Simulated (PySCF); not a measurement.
# From one method to the next for HBr

Aim: see what other levels and later steps give for HBr.

Computed with PySCF 2.14.0. Level: method and basis as typed in the scripts.

**1. The system as given**

HBr: 2 atoms, charge 0, spin multiplicity 1.

Bond lengths: H1–Br2 1.507 Å.

**2. The base run**

Input file input.py:

```python
from pyscf import gto, dft, tdscf

mol = gto.M(
    atom='H 0 0 0; Br 0 0 1.507',
    basis='jorge-dzp-dkh',
    charge=0,
    spin=0,
    verbose=4,
)
mf = dft.RKS(mol, xc='revpbe')
mf = mf.sfx2c1e()
mf.kernel()
td = tdscf.TDA(mf)
td.nstates = 6
td.kernel()
td.analyze()
mf.dip_moment()
print('orbital energies (hartree):', mf.mo_energy[..., max(0, mol.nelec[1]-3):mol.nelec[0]+3].round(4))
```

On the command line:

```bash
$ OMP_NUM_THREADS=1 python input.py
```

The log of this run is left out.

In short: E(SCF) = -2606.560581 Eh, 8 cycles, μ = 1.18 D, excitations 5.88, 5.88, 11.98, 15.71, 15.71 eV.

The bond length is a typed value, not an optimised one.

**3. CCSD(T) (RHF)**

Edit 1 changes step after the SCF: tda → ccsd(t); SCF type: RKS → RHF; functional: revpbe → none (Hartree–Fock); frozen orbitals: none → 9.

Input file input.py:

```python
from pyscf import gto, scf, cc

mol = gto.M(
    atom='H 0 0 0; Br 0 0 1.507',
    basis='jorge-dzp-dkh',
    charge=0,
    spin=0,
    verbose=4,
)
mf = scf.RHF(mol)
mf = mf.sfx2c1e()
mf.kernel()
mycc = cc.CCSD(mf, frozen=9)
mycc.kernel()
mycc.ccsd_t()
mf.dip_moment()
print('orbital energies (hartree):', mf.mo_energy[..., max(0, mol.nelec[1]-3):mol.nelec[0]+3].round(4))
```

On the command line:

```bash
$ OMP_NUM_THREADS=1 python input.py
```

**4. Pbe0**

Edit 2 changes functional: revpbe → pbe0.

Edit input.py of step 2 so:

```diff
@@ -9,3 +9,3 @@
 )
-mf = dft.RKS(mol, xc='revpbe')
+mf = dft.RKS(mol, xc='pbe0')
 mf = mf.sfx2c1e()
```

**5. Gradient**

Edit 3 changes step after the SCF: tda → gradient.

Edit input.py of step 2 so:

```diff
@@ -1,2 +1,2 @@
-from pyscf import gto, dft, tdscf
+from pyscf import gto, dft
 
@@ -12,6 +12,5 @@
 mf.kernel()
-td = tdscf.TDA(mf)
-td.nstates = 6
-td.kernel()
-td.analyze()
+g = mf.nuc_grad_method()
+g.grid_response = True
+g.kernel()
 mf.dip_moment()
```

What does the calculation give? Wanted: for each run, E(SCF); from base; gap; SCF dipole; after the SCF.

As calculated:

```
          run  E(SCF) (hartree)  from base (eV)  cycles  gap (eV)  SCF dipole (D)                               after the SCF
         base      -2606.560581               0       8      5.54            1.18                   lowest root found 5.88 eV
CCSD(T) (RHF)      -2604.885283  not comparable       8     14.43            1.35  CCSD(T) correlation -9.969 eV, core frozen
         pbe0      -2606.436155  not comparable       7      7.88            1.29                   lowest root found 6.18 eV
     gradient      -2606.560581          0.0000       8      5.54            1.18                                         n/a
```

The gap between the frontier levels is 5.5 eV with revpbe (0 % exact exchange) and 7.9 eV with pbe0 (25 %): exact exchange opens it. Total energies of different functionals can't be compared with each other; differences within one functional can.
